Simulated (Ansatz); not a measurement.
# Hf2SnSe6: the cost of one run

Computed with Ansatz 0.2.0 (DFT PBE, scalar-relativistic, plane waves, PAW, unless a step's input says otherwise).

1 further run of the same task is left out (it didn't finish). Runs told in other sessions of the task aren't counted.

## 1. The starting structure

The structure is trigonal, space group P-3m1 (No. 164). Conventional cell: a = 3.805 Å, b = 3.805 Å, c = 21.193 Å, α = 90.00°, β = 90.00°, γ = 120.00°. Around Hf (site symmetry 3m) lie 6 Se at 2.70 Å. Sn (site symmetry -3m) is surrounded by 6 Se at 2.73 Å. Se (site symmetry 3m) has 3 Hf at 2.70 Å in its first shell of neighbours. Around Se (site symmetry 3m) lie 3 Sn at 2.73 Å.

Structure file:

```cif
data_structure
_symmetry_space_group_name_H-M 'P-3m1'
_symmetry_Int_Tables_number 164
_cell_length_a 3.8051
_cell_length_b 3.8051
_cell_length_c 21.1926
_cell_angle_alpha 90.000
_cell_angle_beta 90.000
_cell_angle_gamma 120.000
_cell_volume 265.73
loop_
_atom_site_label
_atom_site_type_symbol
_atom_site_symmetry_multiplicity
_atom_site_Wyckoff_symbol
_atom_site_fract_x
_atom_site_fract_y
_atom_site_fract_z
_atom_site_occupancy
Hf1 Hf 2 c 0.00000 0.00000 0.33433 1
Sn1 Sn 1 a 0.00000 0.00000 0.00000 1
Se1 Se 2 d 0.66667 0.33333 0.26061 1
Se2 Se 2 d 0.66667 0.33333 0.59198 1
Se3 Se 2 d 0.66667 0.33333 0.92375 1
```

It is the end of an earlier relaxation with the same method, from a generated guess; it needn't be the stable form of this composition. At a tolerance of 0.02 Å it has space group P-3m1 (No. 164); it has 29.53 Å³/atom, an uncorrected energy of -1.01 eV/atom over the elements.

## 2. Electronic structure at the relaxed geometry

input.yaml

```yaml
crystal:
  lattice:
    - [3.8050553274, 2.89e-08, 0.0]
    - [-1.9025276887, 3.2952745619, 0.0]
    - [0.0, 0.0, 21.1925654]
  atoms:
    - { symbol: Hf, position: [0.0, 0.0, 0.334325] }
    - { symbol: Hf, position: [0.0, 0.0, 0.665675] }
    - { symbol: Sn, position: [0.0, 0.0, 0.0] }
    - { symbol: Se, position: [0.6666666667, 0.3333333333, 0.260614] }
    - { symbol: Se, position: [0.6666666667, 0.3333333333, 0.591977] }
    - { symbol: Se, position: [0.6666666667, 0.3333333333, 0.923754] }
    - { symbol: Se, position: [0.3333333333, 0.6666666667, 0.076246] }
    - { symbol: Se, position: [0.3333333333, 0.6666666667, 0.408023] }
    - { symbol: Se, position: [0.3333333333, 0.6666666667, 0.739386] }
basis:
  ecutwfc: 420
kpoints:
  mp_grid: { grid: [12, 12, 2] }
  band_path:
    path:
      - [[0.0, 0.0, 0.0], [0.5, 0.0, 0.0], [0.33333333, 0.33333333, 0.0], [0.0, 0.0, 0.0], [0.0, 0.0, 0.5], [0.5, 0.0, 0.5], [0.33333333, 0.33333333, 0.5], [0.0, 0.0, 0.5]]
      - [[0.5, 0.0, 0.5], [0.5, 0.0, 0.0]]
      - [[0.33333333, 0.33333333, 0.5], [0.33333333, 0.33333333, 0.0]]
    npoints: 14
hamiltonian:
  xc: pbe
scf:
  occupations: { method: gaussian, width: 0.02 }
  n_extra_bands: 22
output:
  forces: true
  stress: true
  eigenvalues: true
  populations: true
  dos: { projected: true, de: 0.02, nscf_kmesh: { grid: [18, 18, 3] } }
  bader: true
```

On the command line:

```bash
> ansatz run input.yaml --threads 4 --pin off --max-ram 8192MiB --backend cpu --events-out ev --progress --plain --runs-dir out
```

What time and memory should one allow on 4 threads of Intel Xeon 6975P-C (Granite Rapids), shared host?

About 53 s, with a peak of 2.3 GiB.
